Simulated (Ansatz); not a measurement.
# CH7SbSi: how energies converge with the basis set

Aim: see how fast density functionals converge with the basis set for CH7SbSi.

Program: Ansatz 0.2.0, Gaussian basis. Level of theory: one geometry, several basis sets. These are calculated values, not measurements.

The runs, in order: PBE0-D4/def2-SVP; ωB97M-V/def2-SVP; PBE0-D4/def2-QZVPP; ωB97M-V/def2-QZVPP; the functionals' def2-TZVPP values are taken from earlier runs.

## (1) Structure used throughout

All runs share one geometry, relaxed beforehand with PBE0-D4 in a triple-zeta def2 set. Sb takes the def2 core potential; no spin-orbit term is included.

SMILES `[CH3][SbH][SiH3]`, 10 atoms, charge 0, spin multiplicity 1.

Atoms are counted from 1 here; the program's logs count them from 0.

Bond lengths: C1–Sb2 2.169 Å, C1–H4 1.088 Å, C1–H5 1.090 Å, C1–H6 1.090 Å, Sb2–Si3 2.571 Å, Sb2–H7 1.712 Å, Si3–H8 1.487 Å, Si3–H9 1.489 Å, Si3–H10 1.489 Å. Angles: Sb2–C1–H4 111.2°, Sb2–C1–H5 108.5°, Sb2–C1–H6 108.6°, H4–C1–H5 109.7°, H4–C1–H6 109.8°, H5–C1–H6 109.0°, C1–Sb2–Si3 93.8°, C1–Sb2–H7 94.3°, Si3–Sb2–H7 90.6°, Sb2–Si3–H8 110.3°, Sb2–Si3–H9 109.1°, Sb2–Si3–H10 111.8°, H8–Si3–H9 108.4°, H8–Si3–H10 109.0°, H9–Si3–H10 108.3°.

## (2) PBE0-D4 in def2-SVP

in.yaml reads:

```yaml
crystal:
  periodic: [false, false, false]
  atoms:
    - {symbol: C, position_ang: [-0.973403, 1.240859, -0.736081]}
    - {symbol: Sb, position_ang: [-0.667203, -0.893588, -0.971156]}
    - {symbol: Si, position_ang: [0.816725, -1.083587, 1.119352]}
    - {symbol: H, position_ang: [-0.036479, 1.751024, -0.521531]}
    - {symbol: H, position_ang: [-1.675717, 1.401781, 0.081707]}
    - {symbol: H, position_ang: [-1.405132, 1.633057, -1.656398]}
    - {symbol: H, position_ang: [0.718025, -0.717347, -1.961558]}
    - {symbol: H, position_ang: [1.537969, -2.384488, 1.122521]}
    - {symbol: H, position_ang: [-0.042658, -1.020660, 2.333198]}
    - {symbol: H, position_ang: [1.810973, 0.021750, 1.192945]}
basis:
  gaussian: {orbitals: def2-SVP}
hamiltonian: {xc: pbe0, dispersion: d4}
output: {orbitals: {seedname: orbitals}}
```

Command:

```
$ ansatz run in.yaml --threads 4 --pin off --events-out ev --progress --plain --max-ram 10444MiB
```

The runs that follow: ωB97M-V in def2-SVP; PBE0-D4 in def2-QZVPP; ωB97M-V in def2-QZVPP.

Q: Predict the results of all the runs planned. Wanted: PBE0-D4: double and triple zeta above quadruple; ωB97M-V: double and triple zeta above quadruple.

**Answer**, as computed:

| quantity | value |
| --- | --- |
| PBE0-D4: double and triple zeta above quadruple | 4.67, 0.39 eV |
| ωB97M-V: double and triple zeta above quadruple | 4.84, 0.38 eV |

What this shows: PBE0-D4 gains 4.28 eV from double to triple zeta, then 0.39 eV more. Total energies overstate the basis error of differences, where much of it tends to cancel. The LUMO of ωB97M-V is positive and keeps falling with the basis (1.61 to 0.87 eV): an unbound level that the basis holds in place.
